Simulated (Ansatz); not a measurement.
# ZnNH3: functionals against CCSD(T) at one geometry

The task here is to estimate one member of a computed series from the others.

Computed with Ansatz 0.2.0, Gaussian basis. Level: single points in def2-TZVPP.

Correlated methods freeze the cores. The 3s and 3p shells of Cu and Zn are frozen; filled d shells are correlated. B3LYP uses VWN-RPA correlation.

## The system as given

SMILES `[NH2][ZnH]`, 5 atoms, charge 0, spin multiplicity 1.

Atoms are counted from 1 here; the program's logs count them from 0.

Bond lengths: N1–Zn2 1.781 Å, N1–H3 1.038 Å, N1–H4 0.944 Å, Zn2–H5 1.429 Å. Angles: Zn2–N1–H3 123.2°, Zn2–N1–H4 126.5°, H3–N1–H4 106.9°, N1–Zn2–H5 165.9°.

Geometry (Å):

```xyz
5
H3NZn
N    -0.2863   -0.7076    0.1357
Zn    0.3917    0.9064   -0.1912
H    -0.9705   -1.1737   -0.4898
H     0.1038   -1.3826    0.6681
H     0.8092    2.2714   -0.1335
```

Set-up of the first run:

run/in.yaml reads:

```yaml
crystal:
  periodic: [false, false, false]
  atoms:
    - {symbol: N, position_ang: [-0.286300, -0.707600, 0.135700]}
    - {symbol: Zn, position_ang: [0.391700, 0.906400, -0.191200]}
    - {symbol: H, position_ang: [-0.970500, -1.173700, -0.489800]}
    - {symbol: H, position_ang: [0.103800, -1.382600, 0.668100]}
    - {symbol: H, position_ang: [0.809200, 2.271400, -0.133500]}
basis:
  gaussian: {orbitals: def2-TZVPP}
correlation: {method: ccsd_t, frozen_orbitals: {H: 0, "N": 1, Zn: 9}}
output: {forces: true}
```

No record of the launch command was kept for these runs.

Steps of the session up to this table: CCSD(T)/def2-TZVPP; PBE0-D4/def2-TZVPP; wB97M-V/def2-TZVPP; r2SCAN-D4/def2-TZVPP; PBE-D4/def2-TZVPP; B3LYP-D4/def2-TZVPP; B97M-V/def2-TZVPP.

One table of the session follows, with a row left open; its other results are not shown here.

| method | RMS force component (eV/Å) | angle to CCSD(T) forces (°) | dipole (D) |
| --- | --- | --- | --- |
| CCSD(T) | 1.485 | reference | 1.00 |
| PBE0-D4 | 1.506 | 2.1 | 0.98 |
| wB97M-V | 1.482 | 1.6 | 0.99 |
| r2SCAN-D4 | 1.485 | 2.8 | 0.97 |
| PBE-D4 | ? | ? | ? |
| B3LYP-D4 | 1.476 | 2.3 | 0.96 |
| B97M-V | 1.466 | 4.1 | 1.01 |

**Question.** Estimate the row for PBE-D4.

The run gave: RMS force component (eV/Å): 1.540; angle to CCSD(T) forces (°): 5.2; dipole (D): 0.98. In the column «RMS force component (eV/Å)» it is the highest.
